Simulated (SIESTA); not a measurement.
Crystal: As2S.

```xyz
6
Lattice="-3.5065 3.5065 2.4859 3.5065 -3.5065 2.4859 3.5065 3.5065 -2.4859" Properties=species:S:1:pos:R:3 pbc="T T T"
As   -1.7553    3.4774    1.8621
As    1.7368    3.5258    1.8729
As   -0.0311    1.7395    0.6384
As    0.0081    5.2594    0.6484
S     3.5194   -0.0007    1.2544
S    -0.0028    0.0004    2.4266
```

The cell comes from a database or a generator and needn't be the stable form of this composition.

The cell isn't the ideal one: atoms moved at random, drawn with an rms of 0.05 Å.

Base run:

```yaml
Program: SIESTA 5.4.2
Functional: PBEsol
Potentials_or_basis: PseudoDojo 0.4 standard (PBEsol files)
Basis: DZP (energy shift 0.003 Ry; two zetas on semicore shells)
Grid_cutoff: 500 Ry
Energy_shift: 0.003 Ry
k_mesh: 7 × 7 × 7
Occupations: fermi-dirac, width 0.05 eV
Spin: no spin polarisation
```

Its results: band gap on the k mesh none (metal or under the smearing width); pressure -0.9 GPa; largest force 0.476 eV/Å.

Q: The run is repeated on the same cell with these changes: functional from PBEsol to PBE; potentials or basis from PseudoDojo 0.4 standard (PBEsol files) to PseudoDojo 0.4 standard (PBE files). What comes out?

A: Band gap on the k mesh none (metal or under the smearing width); pressure 2.7 GPa; largest force 0.489 eV/Å.

Caveats: the basis of atomic orbitals isn't converged, which shifts pressures, moduli and gaps.
